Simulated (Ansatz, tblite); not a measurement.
# TiH2Cl2: which spin state is lowest

Aim: set other spin states of TiH2Cl2 against its singlet, on many levels of theory.

Computed with Ansatz 0.2.0, Gaussian basis. Level: as each input shows.

Plan: triplet, at the geometry of the singlet (GFN1-xTB, GFN2-xTB, PBE0-D4/def2-TZVP, PBE-D4/def2-TZVP, r2SCAN-D4/def2-TZVP); the singlet's energies come from earlier runs.

### Step 1. The relaxed structure

The singlet was relaxed beforehand with r2SCAN-D4/def2-TZVP.

5 atoms, charge 0, spin multiplicity 1.

Bond lengths: Ti1–H2 1.687 Å, Ti1–H3 1.687 Å, Ti1–Cl4 2.168 Å, Ti1–Cl5 2.168 Å. Angles: H2–Ti1–H3 110.5°, H2–Ti1–Cl4 107.1°, H2–Ti1–Cl5 107.1°, H3–Ti1–Cl4 107.1°, H3–Ti1–Cl5 107.1°, Cl4–Ti1–Cl5 118.0°.

Formally the metal is d0. No spin-orbit coupling is included.

### Step 2. Triplet at the fixed geometry, GFN1-xTB

Tight binding, by tblite at 300 K electronic temperature and without a spin-polarisation term:

```python
tblite.interface.Calculator('GFN1-xTB', numbers, positions, charge=0, uhf=2).singlepoint()
```

Energy -296.6898 eV; 0.003 s.

### Step 3. Triplet at the fixed geometry, GFN2-xTB

Tight binding, by tblite at 300 K electronic temperature and without a spin-polarisation term:

```python
tblite.interface.Calculator('GFN2-xTB', numbers, positions, charge=0, uhf=2).singlepoint()
```

Energy -320.8273 eV; 0.002 s.

### Step 4. Triplet at the fixed geometry, PBE0-D4/def2-TZVP

in.yaml reads:

```yaml
crystal:
  periodic: [false, false, false]
  atoms:
    - {symbol: Ti, position_ang: [0.050630, -0.000182, 0.035429]}
    - {symbol: H, position_ang: [0.044602, -0.015654, 1.722596]}
    - {symbol: H, position_ang: [1.633574, 0.009535, -0.548516]}
    - {symbol: Cl, position_ang: [-0.869550, 1.861285, -0.587740]}
    - {symbol: Cl, position_ang: [-0.859276, -1.854984, -0.621768]}
basis:
  gaussian: {orbitals: def2-TZVP}
magnetization: {spin_polarized: true, initial_magnetization: 2}
hamiltonian: {xc: pbe0, dispersion: d4}
scf: {omitted_lower_state_checks: [starts]}
output: {orbitals: {seedname: orbitals}}
```

The run is started by

```
$ ansatz run in.yaml --threads 4 --pin off --events-out ev --progress --plain --max-ram 3916MiB
```

Log:

```text
Functional definition: PBE0
  name "PBE0"
  cite "Adamo & Barone, J. Chem. Phys. 110, 6158 (1999) doi:10.1063/1.478522"
  cite "Perdew, Burke & Ernzerhof, Phys. Rev. Lett. 77, 3865 (1996) doi:10.1103/PhysRevLett.77.3865"
  parent pbe
  parameter a = 0.25
  parameter kappa = 0.804
  parameter beta = 0.06672455060314922
  exchange = (1 - a)*pbe_x(kappa = kappa, mu = beta*pi^2/3) + a*exact_x
  correlation = pbe_c(beta = beta)
these checks for a lower state are left out or cut short: starts
1090 factors; their error is unknown
mean field evaluation 1: about -48173.3966 eV, gradient 2.9e1 eV
mean field evaluation 2: about -48161.2568 eV, gradient 5.8e1 eV
mean field evaluation 4: about -48179.2638 eV, gradient 5.2e0 eV
mean field evaluation 8: about -48179.4172 eV, gradient 1.2e-1 eV
mean field evaluation 16: about -48179.6163 eV, gradient 1.2e-3 eV
mean field -48179.61631358 eV, -1770.5682422073 hartree, gradient 2.5e-5 eV, S^2 2.014555; 0 other end points of the search recorded, 0 dependent functions left out
reference -48179.61634776 eV, -1770.5682434633 hartree; 30, 28 occupied and 101, 103 virtual orbitals, 1090 factors
Total energy: -48179.72716806 eV, -1770.5723160341 hartree
Checks for a lower state left out: starts
```

It took 4.7 s on 4 threads of Arm Neoverse V2, shared host; peak memory 0.64 GiB.

HOMO -6.89 eV, LUMO -6.65 eV (over both spins); ⟨S²⟩ 2.015 (pure: 2.00).

### Step 5. Triplet at the fixed geometry, PBE-D4/def2-TZVP

start.molden holds the orbitals of an earlier run on this state, given as this run's starting guess.

Edit in.yaml of step 4 so:

```diff
@@ -9,5 +9,5 @@
 basis:
-  gaussian: {orbitals: def2-TZVP}
+  gaussian: {orbitals: def2-TZVP, initial_orbitals: start.molden}
 magnetization: {spin_polarized: true, initial_magnetization: 2}
-hamiltonian: {xc: pbe0, dispersion: d4}
+hamiltonian: {xc: pbe, dispersion: d4}
 scf: {omitted_lower_state_checks: [starts]}
```

The command is unchanged.

Log:

```text
Functional definition: PBE
  name "PBE"
  cite "Perdew, Burke & Ernzerhof, Phys. Rev. Lett. 77, 3865 (1996) doi:10.1103/PhysRevLett.77.3865"
  parent pbe
  parameter kappa = 0.804
  parameter beta = 0.06672455060314922
  exchange = pbe_x(kappa = kappa, mu = beta*pi^2/3)
  correlation = pbe_c(beta = beta)
these checks for a lower state are left out or cut short: starts
1013 factors; their error is unknown
mean field evaluation 1: about -48177.1474 eV, gradient 9.2e0 eV
mean field evaluation 2: about -48177.3154 eV, gradient 2.8e-1 eV
mean field evaluation 4: about -48177.3103 eV, gradient 3.6e-2 eV
mean field evaluation 8: about -48177.3103 eV, gradient 2.5e-5 eV
mean field -48177.31033877 eV, -1770.4834991960 hartree, gradient 2.5e-5 eV, S^2 2.008660; 0 other end points of the search recorded, 0 dependent functions left out
reference -48177.31038579 eV, -1770.4835009241 hartree; 30, 28 occupied and 101, 103 virtual orbitals, 1013 factors
Total energy: -48177.43965301 eV, -1770.4882514065 hartree
Checks for a lower state left out: starts
```

Run time: 1.6 s. Hardware: 4 threads of Arm Neoverse V2, shared host.

From the report: HOMO -4.74 eV, LUMO -7.43 eV (over both spins; with the spin held, an empty level of the minority spin lies below the top filled one); ⟨S²⟩ 2.009 (pure: 2.00).

### Step 6. Triplet at the fixed geometry, r2SCAN-D4/def2-TZVP

Edit in.yaml of step 5 so:

```diff
@@ -11,3 +11,3 @@
 magnetization: {spin_polarized: true, initial_magnetization: 2}
-hamiltonian: {xc: pbe, dispersion: d4}
+hamiltonian: {xc: r2scan, dispersion: d4}
 scf: {omitted_lower_state_checks: [starts]}
```

The command is unchanged.

Log:

```text
Functional definition: r2SCAN
  name "r2SCAN"
  cite "Furness, Kaplan, Ning, Perdew & Sun, J. Phys. Chem. Lett. 11, 8208 (2020) doi:10.1021/acs.jpclett.0c02405"
  cite "Furness, Kaplan, Ning, Perdew & Sun, J. Phys. Chem. Lett. 11, 9248 (2020) doi:10.1021/acs.jpclett.0c03077"
  parent r2scan
  parameter k0 = 0.174
  parameter k1 = 0.065
  parameter a1 = 4.9479
  exchange = r2scan_x(k0 = k0, k1 = k1, a1 = a1)
  correlation = r2scan_c
these checks for a lower state are left out or cut short: starts
1013 factors; their error is unknown
mean field evaluation 1: about -48191.0899 eV, gradient 6.6e0 eV
mean field evaluation 2: about -48191.1547 eV, gradient 1.3e-1 eV
mean field evaluation 4: about -48191.1461 eV, gradient 9.9e-4 eV
mean field -48191.14613848 eV, -1770.9919554572 hartree, gradient 1.6e-5 eV, S^2 2.013774; 0 other end points of the search recorded, 0 dependent functions left out
reference -48191.14615478 eV, -1770.9919560560 hartree; 30, 28 occupied and 101, 103 virtual orbitals, 1013 factors
Total energy: -48191.17547897 eV, -1770.9930337004 hartree
Checks for a lower state left out: starts
```

It took 4.2 s on 4 threads of Arm Neoverse V2, shared host.

Report: HOMO -5.29 eV, LUMO -7.42 eV (over both spins; with the spin held, an empty level of the minority spin lies below the top filled one); ⟨S²⟩ 2.014 (pure: 2.00).

### Step 7. Triplet less singlet, vertical

The singlet's energies are those of its earlier runs, whose logs aren't repeated here.

```tsv
level	triplet less singlet, vertical (kJ/mol)	time
GFN1-xTB	+215.5	0.007 s
GFN2-xTB	+247.1	0.005 s
PBE-D4/def2-TZVP	+276.9	2.6 s
r2SCAN-D4/def2-TZVP	+276.7	6.1 s
PBE0-D4/def2-TZVP	+260.2	5.8 s
```

Times add the two runs; a level without a time comes out of a correlated run. Tight binding without a spin term can't rank spin states.

### Step 8. Summary of results

| quantity | value |
| --- | --- |
| triplet less singlet, vertical, functionals in def2-TZVP | +260.2 (PBE0-D4) to +276.9 kJ/mol (PBE-D4) |

In words: All functionals put the triplet above the singlet, over a spread of 16.7 kJ/mol. The checks for a lower triplet were left out, so another state of that spin may lie lower. The singlet here is a closed shell; an open-shell singlet can lie lower. These are electronic energies, without zero-point motion, entropy or surroundings.
